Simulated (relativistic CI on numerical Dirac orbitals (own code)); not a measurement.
# Ta LX (Ta⁵⁹⁺): levels and lines

The task is the spectrum of Ta⁵⁹⁺: levels, purity of their labels, lifetimes and lines; further runs change one setting each.

Program: relativistic CI on numerical Dirac orbitals (own code) version 2. Level of theory: Dirac-Coulomb-Breit CI, KLI orbitals optimised for each configuration, model QED (radiative potential, 1s self-energy scaled to tabulated hydrogen-like ionisation energies). These are calculated values, not measurements, unless marked.

**1. What is computed**

```
ion                       : Ta⁵⁹⁺ (Ta LX)
nuclear charge            : 73
electrons                 : 14
isotope                   : A = 181
first configuration typed : [Ne] 3s2 3p2
```

The outer shells:

first configuration typed
```
[Ne] core
3s [↑↓]
3p [↑ ][↑ ][  ]
```

**2. The main run**

Settings of the run:

```ini
atom Ta  Z=73  charge=59  electrons=14
nucleus A=181  rms_radius_fm=5.3507
hamiltonian dirac-coulomb  breit=on  qed=on  c_scale=1
orbitals kli  potential=per-configuration
slater_scale 1
correlation none
mixing on
configurations
  [Ne] 3s2 3p2
  [Ne] 3s2 3p 3d
  [Ne] 3s 3p3
  [Ne] 3s2 3d2
  [Ne] 3p4
  [Ne] 3s 3p2 3d
  [Ne] 3p2 3d2
  [Ne] 3s 3p 3d2
  [Ne] 3p3 3d
  [Ne] 3s2 3d 4s
  [Ne] 3s2 3d 4p
  [Ne] 3s 3p 3d 4s
  [Ne] 3p3 4s
  [Ne] 3s2 3p 4s
  [Ne] 3s 3p 3d 4p
  [Ne] 3p3 4p
  [Ne] 3s2 3p 4p
  [Ne] 3p2 3d 4s
  [Ne] 3s2 3p 4d
  [Ne] 3p2 3d 4p
  [Ne] 3s 3p2 4s
  [Ne] 3s2 3p 4f
  [Ne] 3s 3p2 4p
  [Ne] 3s 3p2 4d
  [Ne] 3s 3p2 4f
  [Ne] 3s2 4s2
  [Ne] 3s2 3p 5s
  [Ne] 3s2 3p 5p
  [Ne] 3s2 4s 4p
  [Ne] 3s2 3p 5d
  [Ne] 3s2 3p 5f
  [Ne] 3s2 3p 5g
  [Ne] 3s2 4p2
  [Ne] 3s 3p 4s2
  [Ne] 3s 3p2 5s
  [Ne] 3s 3p 4s 4p
end
```

**3. Slater integrals scaled by 0.9**

Changes to the settings of step 2:

```diff
@@ -4,3 +4,3 @@
 orbitals kli  potential=per-configuration
-slater_scale 1
+slater_scale 0.9
 correlation none
```

**4. The first configuration alone**

Settings of the run:

```ini
atom Ta  Z=73  charge=59  electrons=14
nucleus A=181  rms_radius_fm=5.3507
hamiltonian dirac-coulomb  breit=on  qed=on  c_scale=1
orbitals kli  potential=per-configuration
slater_scale 1
correlation none
mixing on
configurations
  [Ne] 3s2 3p2
end
```

**5. One common potential**

Settings of the run:

```ini
atom Ta  Z=73  charge=59  electrons=14
nucleus A=181  rms_radius_fm=5.3507
hamiltonian dirac-coulomb  breit=on  qed=on  c_scale=1
orbitals kli  potential=mean
slater_scale 1
correlation none
mixing on
configurations
  [Ne] 3s2 3p2
  [Ne] 3s2 3p 3d
  [Ne] 3s 3p3
  [Ne] 3s2 3d2
  [Ne] 3p4
  [Ne] 3s 3p2 3d
  [Ne] 3p2 3d2
  [Ne] 3s 3p 3d2
  [Ne] 3p3 3d
  [Ne] 3s2 3d 4s
  [Ne] 3s2 3d 4p
  [Ne] 3s 3p 3d 4s
  [Ne] 3p3 4s
  [Ne] 3s2 3p 4s
  [Ne] 3s 3p 3d 4p
  [Ne] 3p3 4p
  [Ne] 3s2 3p 4p
  [Ne] 3p2 3d 4s
  [Ne] 3s2 3p 4d
  [Ne] 3p2 3d 4p
  [Ne] 3s 3p2 4s
  [Ne] 3s2 3p 4f
  [Ne] 3s 3p2 4p
  [Ne] 3s 3p2 4d
  [Ne] 3s 3p2 4f
  [Ne] 3s2 4s2
  [Ne] 3s2 3p 5s
  [Ne] 3s2 3p 5p
  [Ne] 3s2 4s 4p
  [Ne] 3s2 3p 5d
  [Ne] 3s2 3p 5f
  [Ne] 3s2 3p 5g
  [Ne] 3s2 4p2
  [Ne] 3s 3p 4s2
  [Ne] 3s 3p2 5s
  [Ne] 3s 3p 4s 4p
end
```

(Steps that only read results are left out.)

Before running it: what results should come out? Wanted: lowest level; first excitation; lowest level of the other parity; fastest E1 line; ionisation energy.

As calculated:

| run | time | mean size of shift, levels followed (cm⁻¹) | lowest level | ionisation energy (eV) |
| --- | --- | --- | --- | --- |
| main run | 2.6 s | 0 | 3p2 [3p1/2^2] J=0 | 6363.9 |
| Slater integrals scaled by 0.9 | 2.6 s | 9561 | 3p2 [3p1/2^2] J=0 | 6364.4 |
| the first configuration alone | 0.043 s | 15313 | 3p2 [3p1/2^2] J=0 | - |
| one common potential | 2.1 s | 636 | 3p2 [3p1/2^2] J=0 | - |

The tabulated theoretical ionisation energy (NIST) is 6364 eV.

```
                                                                         quantity                                     value
                                                                     lowest level                         3p2 [3p1/2^2] J=0
                                                                 first excitation                        3p2 3P1, 325.42 eV
                                                 lowest level of the other parity         3s 3p3 [3s 3p3/2] J=2°, 490.46 eV
                                                              levels in the model                                      1108
fastest E1 line (by rate) to the lowest level among the lowest 400 of 1108 levels  0.3921 nm, from 3p 4d [3p1/2 4d3/2] J=1°
                                                                ionisation energy                                 6363.9 eV
                                  ionisation energy, tabulated theoretical (NIST)                                   6364 eV
```

In words: 3p2 [3p1/2^2] J=0 comes out lowest; its LS label holds 69 % and its jj label 100 %; over the low levels the means are 54 and 96 %, so jj coupling describes them better. The ionisation energy agrees with the tabulated theoretical value within its uncertainty of 7 eV. Of the changes tried, the run «the first configuration alone» moves the low levels most, by 15313 cm⁻¹ on average. Lifetimes count radiative decay inside the model alone.
